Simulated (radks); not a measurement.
**Ionising terbium step by step, Tb⁴⁴⁺ to Tb⁶⁴⁺**

Aim: the successive ionisation energies of terbium, each ion in the ground configuration that NIST lists, set against the tabulated values. Each value is a difference of total energies (Δ-SCF).

Program: radks (a radial shooting solver on a logarithmic mesh, Libxc functionals) version 1. Level of theory: scalar-relativistic Kohn-Sham, BLYP, spin-polarised, spherical densities, finite nucleus; open shells are filled with parallel spins first. These are calculated values, not measurements, unless marked.

### Step 1. The atom as given

| Quantity | Value |
| --- | --- |
| element | terbium (Z = 65) |
| charges | 44 to 64 |
| first configuration | [Ar] 3d3 |
| last configuration | 1s1 |

Outer shells as boxes (Hund's rule):

Tb⁴⁴⁺
```
[Ar] core
3d [↑ ][↑ ][↑ ][  ][  ]
```

Tb⁶⁴⁺
```
1s [↑ ]
```

### Step 2. Tb⁴⁴⁺, [Ar] 3d3

Input:

```text
Z 65
configuration [Ar] 3d3 4s0 4p0
relativity scalar-relativistic
functional b88,lyp
spin polarised
nucleus finite rms 5.06 fm
c 137.035999084
```

### Step 3. Tb⁴⁵⁺, [Ar] 3d2

Input:

```text
Z 65
configuration [Ar] 3d2
relativity scalar-relativistic
functional b88,lyp
spin polarised
nucleus finite rms 5.06 fm
c 137.035999084
```

### Step 4. Tb⁴⁶⁺, [Ar] 3d1

Settings, as their differences from step 3:

```diff
@@ -1,3 +1,3 @@
 Z 65
-configuration [Ar] 3d2
+configuration [Ar] 3d1
 relativity scalar-relativistic
```

### Step 5. Tb⁴⁷⁺, [Ar]

Settings, as their differences from step 4:

```diff
@@ -1,3 +1,3 @@
 Z 65
-configuration [Ar] 3d1
+configuration [Ar]
 relativity scalar-relativistic
```

### Step 6. Tb⁴⁸⁺, [Ne] 3s2 3p5

Settings, as their differences from step 5:

```diff
@@ -1,3 +1,3 @@
 Z 65
-configuration [Ar]
+configuration [Ne] 3s2 3p5
 relativity scalar-relativistic
```

### Step 7. Tb⁴⁹⁺, [Ne] 3s2 3p4

Settings, as their differences from step 6:

```diff
@@ -1,3 +1,3 @@
 Z 65
-configuration [Ne] 3s2 3p5
+configuration [Ne] 3s2 3p4
 relativity scalar-relativistic
```

### Step 8. Tb⁵⁰⁺, [Ne] 3s2 3p3

Settings, as their differences from step 7:

```diff
@@ -1,3 +1,3 @@
 Z 65
-configuration [Ne] 3s2 3p4
+configuration [Ne] 3s2 3p3
 relativity scalar-relativistic
```

### Step 9. Tb⁵¹⁺, [Ne] 3s2 3p2

Settings, as their differences from step 8:

```diff
@@ -1,3 +1,3 @@
 Z 65
-configuration [Ne] 3s2 3p3
+configuration [Ne] 3s2 3p2
 relativity scalar-relativistic
```

### Step 10. Tb⁵²⁺, [Ne] 3s2 3p1

Settings, as their differences from step 9:

```diff
@@ -1,3 +1,3 @@
 Z 65
-configuration [Ne] 3s2 3p2
+configuration [Ne] 3s2 3p1
 relativity scalar-relativistic
```

### Step 11. Tb⁵³⁺, [Ne] 3s2

Settings, as their differences from step 10:

```diff
@@ -1,3 +1,3 @@
 Z 65
-configuration [Ne] 3s2 3p1
+configuration [Ne] 3s2
 relativity scalar-relativistic
```

### Step 12. Tb⁵⁴⁺, [Ne] 3s1

Settings, as their differences from step 11:

```diff
@@ -1,3 +1,3 @@
 Z 65
-configuration [Ne] 3s2
+configuration [Ne] 3s1
 relativity scalar-relativistic
```

### Step 13. Tb⁵⁵⁺, [Ne]

Settings, as their differences from step 12:

```diff
@@ -1,3 +1,3 @@
 Z 65
-configuration [Ne] 3s1
+configuration [Ne] 3s0 3p0
 relativity scalar-relativistic
```

### Step 14. Tb⁵⁶⁺, [He] 2s2 2p5

Settings, as their differences from step 13:

```diff
@@ -1,3 +1,3 @@
 Z 65
-configuration [Ne] 3s0 3p0
+configuration [He] 2s2 2p5
 relativity scalar-relativistic
```

### Step 15. Tb⁵⁷⁺, [He] 2s2 2p4

Settings, as their differences from step 14:

```diff
@@ -1,3 +1,3 @@
 Z 65
-configuration [He] 2s2 2p5
+configuration [He] 2s2 2p4
 relativity scalar-relativistic
```

### Step 16. Tb⁵⁸⁺, [He] 2s2 2p3

Settings, as their differences from step 15:

```diff
@@ -1,3 +1,3 @@
 Z 65
-configuration [He] 2s2 2p4
+configuration [He] 2s2 2p3
 relativity scalar-relativistic
```

### Step 17. Tb⁵⁹⁺, [He] 2s2 2p2

Settings, as their differences from step 16:

```diff
@@ -1,3 +1,3 @@
 Z 65
-configuration [He] 2s2 2p3
+configuration [He] 2s2 2p2
 relativity scalar-relativistic
```

### Step 18. Tb⁶⁰⁺, [He] 2s2 2p1

Settings, as their differences from step 17:

```diff
@@ -1,3 +1,3 @@
 Z 65
-configuration [He] 2s2 2p2
+configuration [He] 2s2 2p1
 relativity scalar-relativistic
```

### Step 19. Tb⁶¹⁺, [He] 2s2

Settings, as their differences from step 18:

```diff
@@ -1,3 +1,3 @@
 Z 65
-configuration [He] 2s2 2p1
+configuration [He] 2s2 2p0 3s0
 relativity scalar-relativistic
```

### Step 20. Tb⁶²⁺, [He] 2s1

Input:

```text
Z 65
configuration [He] 2s1 2p0 3s0
relativity scalar-relativistic
functional b88,lyp
spin polarised
nucleus finite rms 5.06 fm
c 137.035999084
```

### Step 21. Tb⁶³⁺, [He]

Input:

```text
Z 65
configuration [He] 2s0 2p0
relativity scalar-relativistic
functional b88,lyp
spin polarised
nucleus finite rms 5.06 fm
c 137.035999084
```

### Step 22. Tb⁶⁴⁺, 1s1

Settings, as their differences from step 21:

```diff
@@ -1,3 +1,3 @@
 Z 65
-configuration [He] 2s0 2p0
+configuration 1s1
 relativity scalar-relativistic
```

**Question.** What will these runs give? Wanted: for each run, species; configuration; Δ-SCF; −ε(HOMO); NIST; error.

As calculated:

```
species  configuration  Δ-SCF (eV)  −ε(HOMO) (eV)         NIST (eV)  error (%)
  Tb⁴⁴⁺       [Ar] 3d3      3561.0         3504.9     3573 (theory)       -0.3
  Tb⁴⁵⁺       [Ar] 3d2      3676.5         3619.9     3698 (theory)       -0.6
  Tb⁴⁶⁺       [Ar] 3d1      3792.7         3735.8     3814 (theory)       -0.6
  Tb⁴⁷⁺           [Ar]      4201.4         4152.1     4139 (theory)       +1.5
  Tb⁴⁸⁺   [Ne] 3s2 3p5      4303.5         4254.5     4242 (theory)       +1.4
  Tb⁴⁹⁺   [Ne] 3s2 3p4      4404.4         4356.1     4355 (theory)       +1.1
  Tb⁵⁰⁺   [Ne] 3s2 3p3      4537.7         4486.7     4460 (theory)       +1.7
  Tb⁵¹⁺   [Ne] 3s2 3p2      4642.9         4592.1     4760 (theory)       -2.5
  Tb⁵²⁺   [Ne] 3s2 3p1      4746.4         4696.6     4877 (theory)       -2.7
  Tb⁵³⁺       [Ne] 3s2      5118.5         5074.0     5103 (theory)       +0.3
  Tb⁵⁴⁺       [Ne] 3s1      5232.2         5186.4     5217 (theory)       +0.3
  Tb⁵⁵⁺           [Ne]     11919.6        11782.5    11673 (theory)       +2.1
  Tb⁵⁶⁺   [He] 2s2 2p5     12201.8        12065.6    11957 (theory)       +2.0
  Tb⁵⁷⁺   [He] 2s2 2p4     12479.3        12346.0    12272 (theory)       +1.7
  Tb⁵⁸⁺   [He] 2s2 2p3     12855.8        12713.0    12563 (theory)       +2.3
  Tb⁵⁹⁺   [He] 2s2 2p2     13147.8        13005.9    13658 (theory)       -3.7
  Tb⁶⁰⁺   [He] 2s2 2p1     13434.4        13295.8    14003 (theory)       -4.1
  Tb⁶¹⁺       [He] 2s2     14466.4        14360.2    14434 (theory)       +0.2
  Tb⁶²⁺       [He] 2s1     14751.2        14642.3  14721.0 (theory)       +0.2
  Tb⁶³⁺           [He]       59924          59484  59741.1 (theory)       +0.3
  Tb⁶⁴⁺            1s1       61131          60686    61050 (theory)       +0.1
```

Reference values: NIST Atomic Spectra Database (exp. measured, semi-emp. semi-empirical, theory a theoretical value adopted there). Per unit of the charge left behind, the cost jumps most at Tb⁶³⁺ ([He]): from 14751.2 to 59924 eV. There the highest level belongs to another shell. Minus the highest eigenvalue gives 98 to 99 % of the Δ-SCF value along the ladder. Open shells are spherical and high-spin; term and fine-structure splittings are not resolved. Spin-orbit splitting is averaged out at the scalar-relativistic level.
